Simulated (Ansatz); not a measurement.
# Nb5P4Pd4: a short molecular-dynamics run

Aim: set Nb5P4Pd4 (a randomly packed cell, 13 atoms, not relaxed) in motion for 60 steps of 1.5 fs under a Nosé-Hoover thermostat at 600 K, and see how temperature, energy and positions respond.

Program: Ansatz 0.2.0. Level of theory: DFT PBE, plane waves, PAW, scalar-relativistic, no spin polarisation. These are calculated values, not measurements.

## (1) Starting point

The cell holds 13 atoms (Nb5P4Pd4): a = 6.060 Å, b = 5.936 Å, c = 6.244 Å, α = 76.28°, β = 97.85°, γ = 88.55°.

As a file:

```
Nb Pd P
1.0
     5.93686    0.64785   -1.02660
    -0.35470    5.87558    0.76739
     0.12637    0.69317    6.20443
Nb Pd P
5 4 4
Cartesian
  3.3990 1.8091 1.3160
  1.5920 1.0414 4.7526
  4.1302 6.7431 6.0753
  2.2872 4.6902 1.6547
  5.7139 3.9796 0.7937
  2.8830 5.2578 4.2021
  1.5926 3.6819 5.9613
  5.2534 3.0431 3.2613
  5.4205 5.4602 4.0891
  0.2391 1.1709 0.5873
  1.6078 3.3008 3.6337
  3.4702 3.0580 4.7576
  0.5870 5.6654 3.2196
```

## (2) Molecular dynamics

File input.yaml:

```yaml
crystal:
  lattice:
    - [5.936864, 0.647845, -1.026601]
    - [-0.354697, 5.875584, 0.76739]
    - [0.126374, 0.693175, 6.204427]
  atoms:
    - { symbol: Nb, position: [0.579112, 0.2108, 0.281861] }
    - { symbol: Nb, position: [0.254359, 0.054667, 0.801319] }
    - { symbol: Nb, position: [0.731584, 0.951054, 0.982604] }
    - { symbol: Nb, position: [0.423151, 0.722417, 0.247364] }
    - { symbol: Nb, position: [0.990017, 0.54164, 0.224737] }
    - { symbol: Pd, position: [0.516722, 0.758973, 0.668898] }
    - { symbol: Pd, position: [0.277052, 0.484397, 0.946744] }
    - { symbol: Pd, position: [0.892085, 0.345175, 0.630556] }
    - { symbol: Pd, position: [0.941844, 0.740113, 0.723359] }
    - { symbol: P, position: [0.049588, 0.184375, 0.080061] }
    - { symbol: P, position: [0.286186, 0.462299, 0.575838] }
    - { symbol: P, position: [0.588504, 0.358849, 0.819805] }
    - { symbol: P, position: [0.143301, 0.8975, 0.431623] }
kpoints:
  mp_grid: { grid: [3, 3, 3] }
magnetization:
  spin_polarized: false
scf:
  occupations: { method: fermi_dirac, width: 0.05 }
hamiltonian:
  pseudopotentials: { kind: paw }
  xc: pbe
basis:
  ecutwfc: 420
md:
  timestep: 1.5
  n_steps: 60
  ensemble: nvt_nose_hoover
  temperature: 600.0
  initial_velocities: maxwell_boltzmann
  seed: 981746
```

Launch:

```
ansatz run input.yaml --threads 2 --pin off --max-ram 2560MiB --backend cpu --events-out ev --progress --plain --runs-dir out
```

Q: Predict the outcome of this session. Wanted: temperature, first and last step; temperature, second half; potential energy, second half; largest change of the conserved energy; mean square displacement, second half.

The runs gave:

| quantity | value |
| --- | --- |
| length | 60 steps of 1.5 fs |
| temperature, first and last step | 600 and 910 K |
| temperature, second half | mean 910 K, from 808 to 1043 K |
| potential energy, second half | -54 meV/atom from the start |
| largest change of the conserved energy | 0.11 meV/atom |
| mean square displacement, second half | P 0.183, Nb 0.056, Pd 0.053 Å² |

Against a set 600 K the second half averages 910 K, going from 969 to 910 K over that half; the potential energy of that half lies 54 meV/atom under the start, so the atoms have moved to lower-lying arrangements, and the energy set free heats the cell. The conserved energy strays from its start by at most 0.11 meV/atom, 0.1 % of the mean kinetic energy, so a step of 1.5 fs is short enough over this time. Over the second half P atoms stand 0.4 Å (root mean square) from where they began, and the farthest move is 0.7 Å. A run of 90 fs with 13 atoms shows the motion but fixes no equilibrium value.
